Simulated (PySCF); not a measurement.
# F4Mn2 (Mn2(F)4): the cost of one run

Programs: PySCF 2.14.0, with routines of our own; each step states its level. All values are computed. Atoms count from 0.

## Step 1: The starting structure

6 atoms, charge 0, high-spin multiplicity 11; geometry from: GFN2-xTB.

The system (coupled pair): Mn2(F)4. The spin sites are atom 0 (5 unpaired) and atom 3 (5 unpaired).

## Step 2: Magnetic exchange: PBE0/def2-SVP H:def2-SV(P)

Job settings and geometry (Å):

```
{"job": {"kind": "bs", "xc": "PBE0", "basis": {"default": "def2-SVP", "H": "def2-SV(P)"}, "grid": 1, "rks": false}, "charge": 0, "high_spin_multiplicity": 11, "spin_sites": [[[0], 5], [[3], 5]]}
Mn     0.760850    -0.440320    -1.140780
F      0.669670    -0.937960    -2.840150
F      0.698840     1.325740    -0.119600
Mn    -0.507250     0.446560     1.277110
F     -1.977230     0.905440     2.156580
F      0.355120    -1.299460     0.666840
```

With the program's defaults for keys left out, this is: PBE0/def2-SVP H:def2-SV(P) high-spin and broken-symmetry single points, gas phase.

Command:

```console
> OMP_NUM_THREADS=1 python exch_run.py task.json out
```

This one command runs all jobs of the session in turn.

**Question.** How long does this first job take on 1 thread of Intel Xeon Platinum 8259CL at 2.50GHz, shared host, and how much memory does it need?

About 23 s, with a peak of 0.41 GiB.
